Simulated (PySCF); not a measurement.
# CH8AlNO: the cost of one run

Computed with PySCF 2.14.0, with density-fitted response routines of our own, on a single molecule in the gas phase. Atoms are numbered from 0 throughout.

## 1. The molecule as given

12 atoms, charge 0, multiplicity 1; geometry from: GFN2-xTB. The atoms were then displaced at random by about 0.01 Å, so the start is not that level's minimum.

Bonds of the start (Å): C0–O1 1.42, O1–Al2 1.67, Al2–N3 2.04, C0–H4 1.09, C0–H5 1.08, C0–H6 1.08, Al2–H7 1.56, Al2–H8 1.57, N3–H9 1.00, N3–H10 1.04, N3–H11 1.03.

## 2. Geometry optimisation at PBE0-D3(BJ)/def2-SVP

What the job is given:

```
{"job": {"xc": "PBE0", "basis": "def2-SVP", "d3": "d3bj", "grid": 1, "shake": 0.01, "kind": "geom"}, "charge": 0, "multiplicity": 1}
C      1.887490    -1.137830     0.435860
O      0.908390    -0.107820     0.344560
Al    -0.172370     1.162990     0.278600
N     -1.829110     0.227100    -0.456450
H      2.749120    -0.857470    -0.165490
H      1.456850    -2.049880     0.046180
H      2.181260    -1.263400     1.471460
H      0.072800     2.197890    -0.860780
H     -0.753460     1.625150     1.663840
H     -1.689500    -0.207230    -1.347490
H     -2.635380     0.881790    -0.540190
H     -2.136390    -0.499560     0.209130
```

Run with:

```bash
> OMP_NUM_THREADS=1 python probes_run.py task.json out
```

One launch serves the whole session: the jobs run in the order shown.

**Question.** How long does this first job take on 1 thread of Intel Xeon Platinum 8259CL at 2.50GHz, shared host, and how much memory does it need?

About 51 s, with a peak of 0.41 GiB.
